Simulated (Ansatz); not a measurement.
# CH3SbSe (SMILES [Se]=[CH][SbH2]): single points off equilibrium

A test off equilibrium: a structure displaced at random from a GFN2-xTB minimum is computed at several levels, and each is set against CCSD(T).

The runs use Ansatz 0.2.0, Gaussian basis; single points in def2-TZVPP.

Correlated methods freeze the cores. Filled d shells of the heavier atoms are correlated. Core potentials replace the inner electrons past krypton, and spin-orbit coupling is left out. B3LYP uses VWN-RPA correlation.

### 1 Where the work starts

SMILES `[Se]=[CH][SbH2]`, 6 atoms, charge 0, spin multiplicity 1.

Atoms are counted from 1 here; the program's logs count them from 0.

Bond lengths: Se1–C2 1.825 Å, C2–Sb3 2.091 Å, C2–H4 1.203 Å, Sb3–H5 1.513 Å, Sb3–H6 1.491 Å. Angles: Se1–C2–Sb3 133.3°, Se1–C2–H4 112.5°, Sb3–C2–H4 113.4°, C2–Sb3–H5 90.3°, C2–Sb3–H6 90.9°, H5–Sb3–H6 92.2°.

As a file:

```xyz
6
charge 0, multiplicity 1
Se   -1.1558   -1.8295   -0.1647
C     0.2041   -0.6989    0.2848
Sb    0.5158    1.3498    0.0089
H     1.1856   -1.2860    0.6578
H    -0.1037    1.2655   -1.3688
H    -0.7973    1.6589    0.6445
```

### 2 CCSD(T)/def2-TZVPP

run/in.yaml

```yaml
crystal:
  periodic: [false, false, false]
  atoms:
    - {symbol: Se, position_ang: [-1.155800, -1.829500, -0.164700]}
    - {symbol: C, position_ang: [0.204100, -0.698900, 0.284800]}
    - {symbol: Sb, position_ang: [0.515800, 1.349800, 0.008900]}
    - {symbol: H, position_ang: [1.185600, -1.286000, 0.657800]}
    - {symbol: H, position_ang: [-0.103700, 1.265500, -1.368800]}
    - {symbol: H, position_ang: [-0.797300, 1.658900, 0.644500]}
basis:
  gaussian: {orbitals: def2-TZVPP}
correlation: {method: ccsd_t}
output: {forces: true}
```

No record of the launch command was kept for these runs.

### 3 PBE0-D4/def2-TZVPP

Edit run/in.yaml of step 2 so:

```diff
@@ -11,3 +11,3 @@
   gaussian: {orbitals: def2-TZVPP}
-correlation: {method: ccsd_t}
-output: {forces: true}
+hamiltonian: {xc: pbe0, dispersion: d4}
+output: {forces: true, orbitals: {seedname: orbitals}}
```

### 4 wB97M-V/def2-TZVPP

Edit run/in.yaml of step 3 so:

```diff
@@ -11,3 +11,3 @@
   gaussian: {orbitals: def2-TZVPP}
-hamiltonian: {xc: pbe0, dispersion: d4}
-output: {forces: true, orbitals: {seedname: orbitals}}
+hamiltonian: {xc: {name: wB97M-V}}
+output: {forces: true}
```

### 5 r2SCAN-D4/def2-TZVPP

Edit run/in.yaml of step 4 so:

```diff
@@ -11,3 +11,3 @@
   gaussian: {orbitals: def2-TZVPP}
-hamiltonian: {xc: {name: wB97M-V}}
+hamiltonian: {xc: r2scan, dispersion: d4}
 output: {forces: true}
```

### 6 PBE-D4/def2-TZVPP

Edit run/in.yaml of step 5 so:

```diff
@@ -11,3 +11,3 @@
   gaussian: {orbitals: def2-TZVPP}
-hamiltonian: {xc: r2scan, dispersion: d4}
+hamiltonian: {xc: pbe, dispersion: d4}
 output: {forces: true}
```

### 7 revPBE-D4/def2-TZVPP

Edit run/in.yaml of step 6 so:

```diff
@@ -11,3 +11,3 @@
   gaussian: {orbitals: def2-TZVPP}
-hamiltonian: {xc: pbe, dispersion: d4}
+hamiltonian: {xc: {name: revPBE}, dispersion: d4}
 output: {forces: true}
```

### 8 B3LYP-D4/def2-TZVPP

Edit run/in.yaml of step 7 so:

```diff
@@ -11,3 +11,3 @@
   gaussian: {orbitals: def2-TZVPP}
-hamiltonian: {xc: {name: revPBE}, dispersion: d4}
+hamiltonian: {xc: {name: B3LYP}, dispersion: d4}
 output: {forces: true}
```

(Steps that only read results are left out.)

Q: Predict the outcome of this session. Wanted: energy less free atoms, CCSD(T)/def2-TZVPP; RMS force component; RMS force error; HOMO and LUMO, PBE0-D4; T1 diagnostic.

The runs gave:

```
                                  quantity                                                                                              value
energy less free atoms, CCSD(T)/def2-TZVPP                                                                                     -1453.7 kJ/mol
                       RMS force component                                                               2.331 to 2.489 eV/Å over the methods
                           RMS force error  PBE0-D4 0.246, wB97M-V 0.288, r2SCAN-D4 0.188, PBE-D4 0.238, revPBE-D4 0.259, B3LYP-D4 0.196 eV/Å
                    HOMO and LUMO, PBE0-D4                                                                                 -6.19 and -3.13 eV
                             T1 diagnostic                                                                                              0.017
```

What this shows: Against CCSD(T) the functionals' energies less atoms differ by -85.9 to -20.5 kJ/mol, PBE-D4 by -85.9 kJ/mol. CCSD(T) in triple zeta still lacks some correlation energy of the bonds, so part of these gaps is its own basis error and they don't rank the functionals. On forces the order runs from r2SCAN-D4 to wB97M-V. Frozen-core CCSD(T) forces in triple zeta carry basis errors of their own, and this is one geometry, so small gaps rank nothing. The restricted Hartree–Fock reference is unstable towards an unrestricted one at one or more of these structures.
